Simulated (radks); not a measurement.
**Shell filling in a hard-walled sphere of radius 11.2 bohr*, N = 1 to 8**

Aim: add electrons one at a time to a hard-walled sphere of radius 11.2 bohr*, try the lowest free levels for each, keep the configuration of least energy, and see where shells close.

The numbers are computed with radks (version 2): non-relativistic spin-polarised Kohn-Sham, exchange-only LDA, spherically averaged shells.

## (1) The system

```
well                     : a hard-walled sphere of radius 11.2 bohr*
functional               : exchange-only LDA
levels                   : named by radial order: 1s, 1p, 1d, 2s, 1f and so on
units                    : effective atomic units, hartree* and bohr*
configuration carried in : none
```

The runs that follow: N = 1; N = 2; 3 electrons; 4 electrons; N = 5; Electron number 6; 7 electrons; N = 8.

**Question.** What will these runs give? Wanted: closed shells at N; largest addition energy; most unpaired electrons; configuration at N = 8.

**Answer**, as computed:

```
               quantity                                               value
     closed shells at N                                  none in this range
largest addition energy             0.146 hartree* at N = 4 (of N = 1 to 7)
most unpaired electrons                                          8 at N = 8
 configuration at N = 8  1s(up 1, down 0) 1p(up 3, down 0) 1d(up 4, down 0)
```

In words: No closed-shell configuration falls in this range; the second difference peaks at N = 4, where a shell is half full. The largest moment in range is 8, first at N = 8: exchange favours parallel spins in open shells. Spherical averaging forbids deformation, and the greedy search can miss a lower configuration.
